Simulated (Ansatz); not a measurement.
# PdBr: pressure up to the limit of the methods

One table from this session's results is given with a row withheld; the runs are named, their logs left out.

Program: Ansatz 0.2.0. Level of theory: DFT, PBE, PAW with Ansatz's default frozen-core files, scalar-relativistic. These are calculated values, not measurements.

## The starting structure

Symmetry: Fm-3m, No. 225, cubic system. Conventional cell: a = 4.948 Å, b = 4.948 Å, c = 4.948 Å, α = 90.00°, β = 90.00°, γ = 90.00°. Around Pd (site symmetry m-3m) lie 6 Br at 2.47 Å. Br (site symmetry m-3m) is surrounded by 6 Pd at 2.47 Å.

Structure file:

```cif
data_structure
_symmetry_space_group_name_H-M 'Fm-3m'
_symmetry_Int_Tables_number 225
_cell_length_a 4.9478
_cell_length_b 4.9478
_cell_length_c 4.9478
_cell_angle_alpha 90.000
_cell_angle_beta 90.000
_cell_angle_gamma 90.000
_cell_volume 121.12
loop_
_atom_site_label
_atom_site_type_symbol
_atom_site_symmetry_multiplicity
_atom_site_Wyckoff_symbol
_atom_site_fract_x
_atom_site_fract_y
_atom_site_fract_z
_atom_site_occupancy
Pd1 Pd 4 a 0.00000 0.00000 0.00000 1
Br1 Br 4 b 0.50000 0.00000 0.00000 1
```

The file gives the conventional cell by its symmetry; the runs use the cell typed in the input.

Whether this phase is the stable one at these pressures isn't tested.

Atoms are numbered in the order of the input: Pd1, Br2.

The first run:

Input file input.yaml:

```yaml
crystal:
  lattice:
    - [0.0, 2.4738759196, 2.4738759196]
    - [2.4738759196, 0.0, 2.4738759196]
    - [2.4738759196, 2.4738759196, 0.0]
  atoms:
    - { symbol: Pd, position: [0.0, 0.0, 0.0] }
    - { symbol: Br, position: [0.5, 0.5, 0.5] }
kpoints:
  mp_grid: { grid: [13, 13, 13] }
scf:
  occupations: { method: fermi_dirac, width: 0.1 }
hamiltonian:
  xc: pbe
  pseudopotentials: { kind: paw }
output:
  forces: true
  stress: true
  write_density: true
  write_potential: true
  elf: true
  volumetric_format: npy
relax:
  f_tol: 0.005
  max_steps: 40
  cell: {}
```

Command:

```console
$ ansatz run input.yaml --threads 1 --pin off --max-ram 2048MiB --backend cpu --events-out ev --progress --plain --runs-dir out
```

Among the steps run: Cell relaxed at zero pressure, PAW; Volume scaled by 1, PAW; Volume scaled by 0.9, PAW; Volume scaled by 0.8, PAW; Volume scaled by 0.7, PAW; Volume scaled by 0.7, PAW (cutoff 1000 eV); Volume scaled by 0.6, PAW; Volume scaled by 0.5, PAW; Volume scaled by 0.4, PAW.

One table of the session follows, with a row left open; its other results are not shown here.

```
              method  volume over the first  volume (Å³/atom)  pressure (GPa)
                 PAW                      1            20.715            0.00
                 PAW                    0.9            18.644            9.31
                 PAW                    0.8            16.572           27.22
                 PAW                    0.7            14.501           62.35
                 PAW                    0.6            12.429          134.12
                 PAW                    0.5                 ?               ?
                 PAW                    0.4             8.286          667.73
PAW (cutoff 1000 eV)                    0.7            14.501           62.29
```

Q: Estimate the row for PAW, 0.5 from the others.

As computed: volume (Å³/atom): 10.358; pressure (GPa): 291.16. In the column «volume (Å³/atom)» it lies between PAW, 0.4 (8.286) and PAW, 0.6 (12.429).

To keep in mind: At pressures up to 668 GPa the PAW spheres may overlap and frozen cores may not hold, so those PAW values are rough without an all-electron check.
